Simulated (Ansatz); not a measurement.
Pt, space group P6_3/mmc: relaxations under a series of pressures, run with Ansatz's Python interface.

`compress_pt.py`
```python
'''Volume and enthalpy of Pt against pressure.'''

import warnings

import ansatz as az
import numpy as np
import pandas as pd

def edges_and_angles(cell):
    cell = np.asarray(cell)
    a, b, c = np.linalg.norm(cell, axis=1)
    cosines = cell[1] @ cell[2] / (b * c), cell[0] @ cell[2] / (a * c), cell[0] @ cell[1] / (a * b)
    return (a, b, c, *np.degrees(np.arccos(cosines)))


def main() -> None:
    warnings.simplefilter('ignore', az.DeckWarning)

    lattice = az.Lattice.of(
        (2.760666, 0.0, 0.0),
        (-1.380333, 2.390807, 0.0),
        (0.0, 0.0, 4.792134),
    )
    sites = [
        ('Pt', (2 / 3, 1 / 3, 0.75)),
        ('Pt', (1 / 3, 2 / 3, 0.25)),
    ]
    xtal = az.Crystal(lattice=lattice)
    for symbol, position in sites:
        xtal = xtal.atom(symbol, position)

    model = (
        xtal.calculation()
        .functional('r2SCAN')
        .basis(500)
        .kpoints(density=5.1)
        .occupations('Marzari-Vanderbilt', width=100 * az.meV)
    )

    # H = F + PV, with 1 GPa A^3 = 1/160.21766 eV
    rows = []
    for pressure in [0, 2, 4, 6, 8]:
        result = model.relax(cell=True, pressure=pressure).run()
        cell = result.lattice.cell_ang
        n_atoms = len(result.lattice.sites)
        volume = abs(np.linalg.det(cell)) / n_atoms
        enthalpy = result.report['free_energy_ev'] / n_atoms + pressure * volume / 160.21766
        rows.append((pressure, volume, enthalpy, *edges_and_angles(cell)))
        print(f'{pressure} GPa done: {volume:.4f} A^3/atom')

    table = pd.DataFrame(rows, columns=['P_GPa', 'V_A3_atom', 'H_eV_atom', 'a', 'b', 'c', 'alpha', 'beta', 'gamma'])
    print(table.round(4).to_string(index=False))
    p, v = np.array([row[0] for row in rows], float), np.array([row[1] for row in rows])
    print('mean bulk modulus between rows (GPa):', np.round(-np.diff(p) / np.diff(np.log(v)), 1))


if __name__ == '__main__':
    main()
```

From its runs, with one value withheld:

| P (GPa) | relaxed V (Å³/atom) |
| --- | --- |
| 0 | 15.401 |
| 2 | 15.286 |
| 4 | 15.177 |
| 6 | 15.071 |
| 8 | ? |

What volume does the cell relax to at 8 GPa?

Murnaghan's form V = V0 (1 + B' P / B0)^(-1/B') through the 4 rows shown gives V0 = 15.401 Å³, B0 = 262.2 GPa and B' = 5.18, and so 14.971 Å³ an atom at 8 GPa. The run gave 14.972 Å³, 0.01 % away.

Caveats:
- At a fixed pressure a relaxation lowers the enthalpy F + PV, while F alone can rise.
- Spin-orbit coupling, which matters for elements this heavy, is left out.
- This isn't the structure that Pt takes at ambient conditions.
- Symmetry holds the cell in this phase, whether or not it is the stable one at each pressure.
- Finished in 3.5 min on 1 thread of Arm Neoverse V1, on a shared host, peak memory 0.58 GiB.
